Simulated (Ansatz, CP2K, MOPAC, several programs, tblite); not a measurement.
Energy against volume for Li2BeGeTe4 (stannite), at fixed shape and fractional coordinates, computed by several methods (PBE and r2SCAN, where shown, with plane waves in Ansatz); the cell shown is that of r2SCAN. With free coordinates or axes held, a curve is too stiff, and on another method's shape its minimum isn't the method's own volume. The symmetry is I-42m (No. 121, tetragonal); conventional cell a = 5.846 Å, c = 12.998 Å, 27.77 Å³ an atom. Around Li lie 4 Te at 2.71 Å; around Be lie 4 Te at 2.49 Å; around Ge lie 4 Te at 2.62 Å; around Te lie 1 Be at 2.49 Å and 1 Ge at 2.62 Å and 2 Li at 2.71 Å. Computed, not measured; no magnetism was allowed, and whether the structure is a known phase isn't checked. Energies count from each curve's lowest point; fits are third-order Birch-Murnaghan.

```yaml
crystal:
  lattice:
    - [-2.92322, 2.92322, 6.49892]
    - [2.92322, -2.92322, 6.49892]
    - [2.92322, 2.92322, -6.49892]
  atoms:
    - { symbol: Li, position: [0.75000, 0.25000, 0.50000] }
    - { symbol: Li, position: [0.25000, 0.75000, 0.50000] }
    - { symbol: Be, position: [0.00000, 0.00000, 0.00000] }
    - { symbol: Ge, position: [0.50000, 0.50000, 0.00000] }
    - { symbol: Te, position: [0.87541, 0.87541, 0.51990] }
    - { symbol: Te, position: [0.12459, 0.64450, 0.00000] }
    - { symbol: Te, position: [0.64450, 0.12459, 0.00000] }
    - { symbol: Te, position: [0.35550, 0.35550, 0.48010] }
```

Problem. r2SCAN, on the shape of its own relaxed cell, gives
```csv
V (Å³/atom),E (meV/atom)
26.101,13.84
26.934,3.27
27.767,0.00
28.600,2.95
29.433,11.20
```
What equilibrium volume and bulk modulus follow?

Solution. V₀ = 27.77 Å³ an atom and B₀ = 40 GPa.

PM7 (MOPAC), on the shape of the cell shown, as a cluster of 64 atoms at the zone centre:
```tsv
V (Å³/atom)	E (meV/atom)
24.435	0.00
26.101	19.32
27.767	113.56
29.433	257.59
31.099	430.60
```
The lowest point is an end point, so the minimum isn't bracketed.

GFN2-xTB (tblite), on the shape of the cell shown, as a cluster of 64 atoms at the zone centre:
```
V (Å³/atom)  E (meV/atom)
     24.435        139.54
     26.101         49.87
     27.767          7.72
     29.433          0.00
     31.099         17.19
```
V₀ = 29.04 Å³ an atom and B₀ = 45 GPa.

Problem. PBE, on the shape of its own relaxed cell, gives

| V (Å³/atom) | E (meV/atom) |
| --- | --- |
| 26.453 | 12.91 |
| 27.297 | 3.07 |
| 28.142 | 0.00 |
| 28.986 | 2.70 |
| 29.830 | 10.30 |

What equilibrium volume and bulk modulus follow?

Solution. V₀ = 28.15 Å³ an atom and B₀ = 36 GPa.

PBE/SZV (CP2K), on the shape of the cell shown:

| V (Å³/atom) | E (meV/atom) |
| --- | --- |
| 24.435 | 296.55 |
| 26.101 | 167.61 |
| 27.767 | 80.77 |
| 29.433 | 27.71 |
| 31.099 | 0.00 |

The lowest point is an end point, so the minimum isn't bracketed.
